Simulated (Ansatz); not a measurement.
**BFH4N2: taking an electron away**

An exercise on one series of results from a longer session: the logs are not shown, and one member is left open.

Program: Ansatz 0.2.0, Gaussian basis. Level of theory: unrestricted cation, the program's frozen cores in correlated methods. These are calculated values, not measurements.

Levels to be run: UKS PBE-D4/def2-TZVPP; UKS r2SCAN-D4/def2-TZVPP; UKS PBE0-D4/def2-TZVPP; UKS B3LYP-D4/def2-TZVPP; UKS wB97X-V/def2-TZVPP; UKS wB97M-V/def2-TZVPP; UKS B2PLYP/def2-TZVPP; UHF-CCSD(T)/def2-TZVPP; UHF-MP2/def2-QZVPP; extrapolation to the limit; then −ε(HOMO) from the neutral's earlier runs with LDA (SPW92), PBE-D4, revPBE-D4, BLYP-D4, r2SCAN-D4, B97M-V, PBE0-D4, B3LYP-D4, r2SCANh-D4, r2SCAN0-D4, HSE06-D4, BHLYP-D4, CAM-B3LYP-D4, LC-ωPBE, ωB97X-V, ωB97M-V.

### The relaxed structure

The geometry comes from an earlier relaxation with PBE0-D4 in a triple-zeta def2 set; it is a stationary point, not always the lowest conformer.

SMILES `NB(N)F`, 8 atoms, charge 0, spin multiplicity 1.

Atoms are counted from 1 here; the program's logs count them from 0.

Bond lengths: N1–B2 1.409 Å, N1–H5 1.003 Å, N1–H6 1.002 Å, B2–N3 1.409 Å, B2–F4 1.350 Å, N3–H7 1.002 Å, N3–H8 1.003 Å. Angles: B2–N1–H5 121.2°, B2–N1–H6 124.3°, H5–N1–H6 114.5°, N1–B2–N3 124.8°, N1–B2–F4 117.6°, N3–B2–F4 117.6°, B2–N3–H7 124.3°, B2–N3–H8 121.2°, H7–N3–H8 114.5°.

The first run:

in.yaml

```yaml
crystal:
  periodic: [false, false, false]
  atoms:
    - {symbol: N, position_ang: [-0.498809, 1.126235, -0.251377]}
    - {symbol: B, position_ang: [-0.102643, -0.220535, -0.374686]}
    - {symbol: N, position_ang: [0.632294, -0.934089, 0.593120]}
    - {symbol: F, position_ang: [-0.452692, -0.874815, -1.502091]}
    - {symbol: H, position_ang: [-1.022252, 1.582849, -0.975187]}
    - {symbol: H, position_ang: [-0.293354, 1.705107, 0.540467]}
    - {symbol: H, position_ang: [0.943130, -0.547955, 1.464098]}
    - {symbol: H, position_ang: [0.886528, -1.893897, 0.449856]}
basis:
  gaussian: {orbitals: def2-TZVPP}
total_charge: 1
magnetization: {spin_polarized: true, initial_magnetization: 1}
hamiltonian: {xc: pbe, dispersion: d4}
```

Steps of the session up to this table: Cation, UKS PBE-D4/def2-TZVPP; Cation, UKS r2SCAN-D4/def2-TZVPP; Cation, UKS PBE0-D4/def2-TZVPP; Cation, UKS B3LYP-D4/def2-TZVPP; Cation, UKS wB97X-V/def2-TZVPP; Cation, UKS wB97M-V/def2-TZVPP; Cation, UKS B2PLYP (frozen core)/def2-TZVPP; Cation, UHF-CCSD(T)/def2-TZVPP; Cation, UHF-MP2/def2-QZVPP.

One table of the session follows, with a row left open; its other results are not shown here.

It belongs to the step «Ionisation energies side by side». For comparison, −ε(HOMO) of the neutral from earlier runs:

```
  functional  −ε(HOMO) (eV)
 LDA (SPW92)           5.87
      PBE-D4           5.69
   revPBE-D4           5.63
     BLYP-D4           5.58
   r2SCAN-D4              ?
      B97M-V           6.07
     PBE0-D4           7.15
    B3LYP-D4           6.91
  r2SCANh-D4           6.55
  r2SCAN0-D4           7.37
    HSE06-D4           6.74
    BHLYP-D4           8.53
CAM-B3LYP-D4           8.61
     LC-ωPBE          10.03
     ωB97X-V           9.63
     ωB97M-V           9.53
```

Q: Estimate the row for r2SCAN-D4 from the others.

Worked estimate for «−ε(HOMO) (eV)». Against the share of exact exchange, r2SCANh-D4 (0.1, 6.55), r2SCAN0-D4 (0.25, 7.37) give a slope of 5.47 per unit share; at 0 the line stands at 6.00.

As computed: −ε(HOMO) (eV): 6.00. In «−ε(HOMO) (eV)» the line misses by 0.00.

To keep in mind: The cation may have settled in a state other than its lowest; no search over hole states beyond the program's own was made.
